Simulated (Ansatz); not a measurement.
# C6H14GeO2: basis-set convergence

The task here is to estimate one member of a computed series from the others.

The runs use Ansatz 0.2.0, Gaussian basis; one geometry, several basis sets.

The runs, in order: PBE0-D4/def2-SVP; ωB97M-V/def2-SVP; PBE0-D4/def2-QZVPP; ωB97M-V/def2-QZVPP; the functionals' def2-TZVPP values are taken from earlier runs.

**The geometry**

An earlier PBE0-D4 in a triple-zeta def2 set relaxation fixed the geometry.

SMILES `CC(C)[O][Ge][O]C(C)C`, 23 atoms, charge 0, spin multiplicity 1.

Atoms are counted from 1 here; the program's logs count them from 0.

Bond lengths: C1–C2 1.514 Å, C1–H10 1.092 Å, C1–H11 1.093 Å, C1–H12 1.093 Å, C2–C3 1.516 Å, C2–O4 1.424 Å, C2–H13 1.096 Å, C3–H14 1.092 Å, C3–H15 1.093 Å, C3–H16 1.093 Å, O4–Ge5 1.771 Å, Ge5–O6 1.795 Å, O6–C7 1.417 Å, C7–C8 1.515 Å, C7–C9 1.515 Å, C7–H17 1.103 Å, C8–H18 1.093 Å, C8–H19 1.092 Å and more. Angles: C2–C1–H10 110.6°, C2–C1–H11 110.6°, C2–C1–H12 110.3°, H10–C1–H11 108.5°, H10–C1–H12 108.3°, H11–C1–H12 108.5°, C1–C2–C3 112.4°, C1–C2–O4 107.7°, C1–C2–H13 109.5°, C3–C2–O4 109.6°, C3–C2–H13 108.6°, O4–C2–H13 109.1°, C2–C3–H14 110.4°, C2–C3–H15 110.7°, C2–C3–H16 110.2°, H14–C3–H15 108.2°, H14–C3–H16 108.8°, H15–C3–H16 108.5° and more.

Set-up of the first run:

Contents of in.yaml:

```yaml
crystal:
  periodic: [false, false, false]
  atoms:
    - {symbol: C, position_ang: [-0.530884, -2.389265, -2.511563]}
    - {symbol: C, position_ang: [-0.686741, -1.373789, -1.399513]}
    - {symbol: C, position_ang: [-1.837009, -1.707575, -0.470568]}
    - {symbol: O, position_ang: [-0.911572, -0.103366, -2.002083]}
    - {symbol: Ge, position_ang: [-0.468365, 1.490499, -1.370938]}
    - {symbol: O, position_ang: [0.271412, 0.941672, 0.170165]}
    - {symbol: C, position_ang: [0.836658, 1.865252, 1.084271]}
    - {symbol: C, position_ang: [0.082260, 1.781882, 2.396003]}
    - {symbol: C, position_ang: [2.310838, 1.555196, 1.249413]}
    - {symbol: H, position_ang: [0.297048, -2.115353, -3.168131]}
    - {symbol: H, position_ang: [-0.332948, -3.382693, -2.101226]}
    - {symbol: H, position_ang: [-1.442763, -2.436634, -3.112094]}
    - {symbol: H, position_ang: [0.236591, -1.332846, -0.810474]}
    - {symbol: H, position_ang: [-1.902168, -0.973378, 0.334734]}
    - {symbol: H, position_ang: [-1.696604, -2.694345, -0.022043]}
    - {symbol: H, position_ang: [-2.780134, -1.709434, -1.023236]}
    - {symbol: H, position_ang: [0.738618, 2.891035, 0.690408]}
    - {symbol: H, position_ang: [0.149217, 0.769148, 2.801441]}
    - {symbol: H, position_ang: [-0.973011, 2.021792, 2.249792]}
    - {symbol: H, position_ang: [0.496151, 2.478114, 3.129514]}
    - {symbol: H, position_ang: [2.438676, 0.537620, 1.627073]}
    - {symbol: H, position_ang: [2.830406, 1.631426, 0.291961]}
    - {symbol: H, position_ang: [2.779026, 2.248344, 1.952598]}
basis:
  gaussian: {orbitals: def2-SVP}
hamiltonian: {xc: pbe0, dispersion: d4}
output: {orbitals: {seedname: orbitals}}
```

On the command line:

```
$ ansatz run in.yaml --threads 4 --pin off --events-out ev --progress --plain --max-ram 46080MiB --backend cpu
```

Among the steps run: PBE0-D4 in def2-SVP; ωB97M-V in def2-SVP; PBE0-D4 in def2-QZVPP; ωB97M-V in def2-QZVPP.

One of the session's tables, all rows but one given; the rest of the session is left out.

It belongs to the step «Density functionals: the series». 

```
functional       basis  HOMO (eV)
   PBE0-D4    def2-SVP      -7.25
   PBE0-D4  def2-TZVPP      -7.29
   PBE0-D4  def2-QZVPP          ?
   ωB97M-V    def2-SVP      -9.48
   ωB97M-V  def2-TZVPP      -9.54
   ωB97M-V  def2-QZVPP      -9.58
```

**Question.** Estimate the row for PBE0-D4, def2-QZVPP.

**Answer.** HOMO (eV): -7.33. In the column «HOMO (eV)» it lies between ωB97M-V, def2-SVP (-9.48) and PBE0-D4, def2-TZVPP (-7.29).
